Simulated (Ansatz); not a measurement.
# TiAgHg2: the cost of one run

Program: Ansatz 0.2.0. Level of theory: DFT PBEsol, scalar-relativistic. These are calculated values, not measurements.

## (1) The starting structure

The structure is tetragonal, space group P4/mmm (No. 123). The conventional cell has a = 4.150 Å, b = 4.150 Å, c = 4.060 Å, α = 90.00°, β = 90.00°, γ = 90.00°. Ti (site symmetry 4/mmm) has 8 Hg at 2.90 Å and 4 Ag at 2.93 Å in its first shell of neighbours. Ag (site symmetry 4/mmm) is surrounded by 8 Hg at 2.90 Å and 4 Ti at 2.93 Å. Hg (site symmetry mmm) is surrounded by 4 Ti at 2.90 Å and 4 Ag at 2.90 Å and 4 Hg at 2.93 Å.

Structure file:

```
CELL_PARAMETERS angstrom
4.15000 0.00000 0.00000
0.00000 4.15000 0.00000
0.00000 0.00000 4.06000
ATOMIC_POSITIONS crystal
Ti 0.50000 0.50000 0.00000
Ag 0.00000 0.00000 0.00000
Hg 0.00000 0.50000 0.50000
Hg 0.50000 0.00000 0.50000
```

Atoms are numbered in the order of the input: Ti1, Ag2, Hg3, Hg4.

## (2) The deformed structure

Space group P4/mmm before, P4/mmm after.

## (3) All-electron LAPW

File input.yaml:

```yaml
crystal:
  lattice:
    - [4.15, 0.0, 0.0]
    - [0.0, 4.15, 0.0]
    - [0.0, 0.0, 4.1412]
  atoms:
    - { symbol: Ti, position: [0.5, 0.5, 0.0] }
    - { symbol: Ag, position: [0.0, 0.0, 0.0] }
    - { symbol: Hg, position: [0.0, 0.5, 0.5] }
    - { symbol: Hg, position: [0.5, 0.0, 0.5] }
kpoints:
  mp_grid: { grid: [8, 8, 8] }
  band_path:
    path:
      - [0.0, 0.0, 0.0]
      - [0.0, 0.5, 0.0]
      - [0.5, 0.5, 0.0]
      - [0.0, 0.0, 0.0]
      - [0.0, 0.0, 0.5]
      - [0.0, 0.5, 0.5]
      - [0.5, 0.5, 0.5]
      - [0.0, 0.0, 0.5]
      - [0.0, 0.5, 0.0]
    npoints: 5
scf:
  occupations: { method: fermi_dirac, width: 0.03 }
hamiltonian:
  xc: pbesol
  pseudopotentials: { kind: all_electron, lapw: { basis_error: 0.001 } }
output:
  forces: true
  stress: true
  eigenvalues: true
```

On the command line:

```console
ansatz run input.yaml --threads 1 --pin off --max-ram 4096MiB --backend cpu --events-out ev --progress --plain --runs-dir out
```

What time and memory should one allow on 1 thread of Arm Neoverse V1, shared host?

About 2.8 min, with a peak of 0.93 GiB.
